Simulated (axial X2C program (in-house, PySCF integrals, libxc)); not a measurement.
**FSbF⁺: bond lengths and stretches, held linear**

An exercise on one series of results from a longer session: the logs are not shown, and one member is left open.

Method: all-electron X2C, two-component (2c) or spin-free, F dyall-av3z, Sb dyall-v3z; program: an in-house X2C program for linear molecules on PySCF integrals.

All values are calculated.

2 further runs of the same task are left out: 2 set aside as unsound or not needed.

The first run:

task.json reads:

```json
{"zs": [9, 51, 9], "q": 1, "bas": ["dyall-av3z", "dyall-v3z", "dyall-av3z"], "r0": [2.04, 2.04], "symm": 1, "scan": ["PBE0", "HF", "r2SCAN"], "levels": ["PBE0", "HF", "TPSSh"], "nst": 2}
```

Keys: zs atomic numbers; q charge; bas basis sets; r0 starting distance in Å; symm equal bonds; scan levels of the two-bond scan (MP2 follows by itself at each HF point); levels methods; nst determinants followed.

The run is started by

```bash
python solin.py task.json out
```

Masses F 18.998, Sb 120.904, F 18.998 u.

Steps of the session up to this table: Scan at PBE0, 2c; Scan at HF, 2c; Scan at r2SCAN, 2c.

One table of the session follows, with a row left open; its other results are not shown here.

```
            level  r(F–Sb) (Å)  r(Sb–F) (Å)  lower stretch (cm⁻¹)  upper stretch (cm⁻¹)
         PBE0, 2c        1.923        1.923                 622.4                 634.6
           HF, 2c        1.896        1.896                 656.3                 656.4
       r2SCAN, 2c        1.932        1.932                 609.2                 618.4
          MP2, 2c        1.921        1.921                 628.3                 649.2
  PBE0, spin-free        1.922        1.922                 623.3                 635.6
    HF, spin-free        1.896        1.896                 656.5                 656.9
r2SCAN, spin-free        1.931        1.931                 610.2                 619.6
   MP2, spin-free            ?            ?                     ?                     ?
```

**Question.** Estimate the row for MP2, spin-free.

**Answer.** r(F–Sb) (Å): 1.920; r(Sb–F) (Å): 1.920; lower stretch (cm⁻¹): 629.0; upper stretch (cm⁻¹): 649.8. In the column «r(F–Sb) (Å)» it lies between HF, spin-free (1.896) and MP2, 2c (1.921).

Scans not shown above were run alike.

MP2 freezes inner shells (threshold -2 hartree). The molecule was held linear; bending was not examined, so a bent shape may lie lower.
